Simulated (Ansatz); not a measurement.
# BH4NO2 + H2O: a complex and its separated parts

Aim: how far the complex at one end of a reaction step lies below its separated, relaxed parts, level by level.

Method: PBE0-D4/def2-TZVP structures, single points in def2-TZVPP, no counterpoise correction; program: Ansatz 0.2.0, Gaussian basis.

Levels: SPW92, PBE-D4, BLYP-D4, r2SCAN-D4, B97M-V, PBE0-D4, B3LYP-D4, r2SCAN0-D4, BHLYP-D4, CAM-B3LYP-D4, wB97X-V, wB97M-V, B2PLYP, PBE-QIDH, RPA on PBE, Hartree-Fock, MP2, CCSD, CCSD(T).

Cores are frozen in the correlated methods. B3LYP uses VWN-RPA correlation. B2PLYP carries no dispersion term here.

94 further runs of the same task are left out: 94 set aside as unsound or not needed.

### 1 Starting geometry

The complex: 11 atoms, charge 0, spin multiplicity 1.

Atoms are counted from 1 here; the program's logs count them from 0.

Bond lengths: B1–O3 1.366 Å, B1–O4 1.370 Å, B1–N6 1.435 Å, O2–H5 0.969 Å, O2–H7 0.960 Å, O3–H8 0.968 Å, O4–H9 0.960 Å, N6–H10 1.007 Å, N6–H11 1.007 Å. Angles: O3–B1–O4 119.5°, O3–B1–N6 122.5°, O4–B1–N6 117.9°, H5–O2–H7 106.4°, B1–O3–H8 112.1°, B1–O4–H9 111.1°, B1–N6–H10 117.4°, B1–N6–H11 119.2°, H10–N6–H11 111.8°.

Geometry (Å):

```mol
BH6NO3
  3D, bonds by distance, orders not assigned

 11  9  0  0  0  0  0  0  0  0999 V2000
   -0.9919   -0.1511    0.1038 B   0  0
    2.0896    0.0805   -0.7377 O   0  0
   -0.6355   -0.6700   -1.1090 O   0  0
   -2.2662    0.3149    0.2906 O   0  0
    1.6117    0.5804   -0.0592 H   0  0
   -0.0640   -0.0206    1.1904 N   0  0
    2.4781    0.7296   -1.3281 H   0  0
    0.3254   -0.7286   -1.2126 H   0  0
   -2.7698    0.2784   -0.5256 H   0  0
   -0.4241    0.3094    2.0708 H   0  0
    0.6469   -0.7229    1.3165 H   0  0
  1  3  8  0
  1  4  8  0
  1  6  8  0
  2  5  8  0
  2  7  8  0
  3  8  8  0
  4  9  8  0
  6 10  8  0
  6 11  8  0
M  END
```

Its parts: BH4NO2 holds atoms 1, 3, 4, 6, 8, 9, 10, 11; H2O holds atoms 2, 5, 7. Each part counts its atoms afresh in its own runs.

### 2 Relaxing BH4NO2 alone

Contents of relax-a/in.yaml:

```yaml
crystal:
  periodic: [false, false, false]
  atoms:
    - {symbol: B, position_ang: [-0.991903, -0.151131, 0.103791]}
    - {symbol: O, position_ang: [-0.635511, -0.670031, -1.108989]}
    - {symbol: O, position_ang: [-2.266232, 0.314936, 0.290620]}
    - {symbol: N, position_ang: [-0.063979, -0.020613, 1.190358]}
    - {symbol: H, position_ang: [0.325369, -0.728645, -1.212557]}
    - {symbol: H, position_ang: [-2.769816, 0.278434, -0.525613]}
    - {symbol: H, position_ang: [-0.424068, 0.309408, 2.070788]}
    - {symbol: H, position_ang: [0.646943, -0.722861, 1.316497]}
basis:
  gaussian: {orbitals: def2-TZVP}
hamiltonian: {xc: pbe0, dispersion: d4}
relax: {f_tol: 0.005, max_steps: 200}
```

Run with:

```sh
> ansatz run in.yaml --threads 4 --pin off --events-out ev --progress --plain --max-ram 9574MiB
```

The runs that follow: Relaxing H2O alone; SPW92/def2-TZVPP; PBE-D4/def2-TZVPP; BLYP-D4/def2-TZVPP; r2SCAN-D4/def2-TZVPP; B97M-V/def2-TZVPP; PBE0-D4/def2-TZVPP; B3LYP-D4/def2-TZVPP; r2SCAN0-D4/def2-TZVPP; BHLYP-D4/def2-TZVPP; CAM-B3LYP-D4/def2-TZVPP; wB97X-V/def2-TZVPP; wB97M-V/def2-TZVPP; B2PLYP/def2-TZVPP; PBE-QIDH/def2-TZVPP; RPA on PBE/def2-TZVPP; CCSD(T)/def2-TZVPP; Vibrations of BH4NO2; Vibrations of H2O.

What does the calculation give? Wanted: complex less parts, CCSD(T)/def2-TZVPP; with zero-point energy; largest T1 diagnostic.

As calculated:

| quantity | value |
| --- | --- |
| complex less parts, CCSD(T)/def2-TZVPP | -30.8 kJ/mol |
| with zero-point energy | -19.5 kJ/mol |
| largest T1 diagnostic | 0.011 |

In words: At CCSD(T) the complex lies 30.8 kJ/mol below its parts. The functionals run from BHLYP-D4, off by +0.6 kJ/mol, to SPW92, off by -23.9 kJ/mol, against CCSD(T). By rung, the mean size of the error is: LDA 23.9, GGA 4.2, meta-GGA 3.0, hybrid 1.4, range-separated hybrid 2.0, double hybrid 1.9 kJ/mol. PBE-D4 gives a relative energy 5.8 kJ/mol too low, outside chemical accuracy (1 kcal/mol, 4.2 kJ/mol). No counterpoise was applied, and triple zeta lacks some correlation, so the CCSD(T) reference has a basis error of its own, and close matches with it are partly luck.
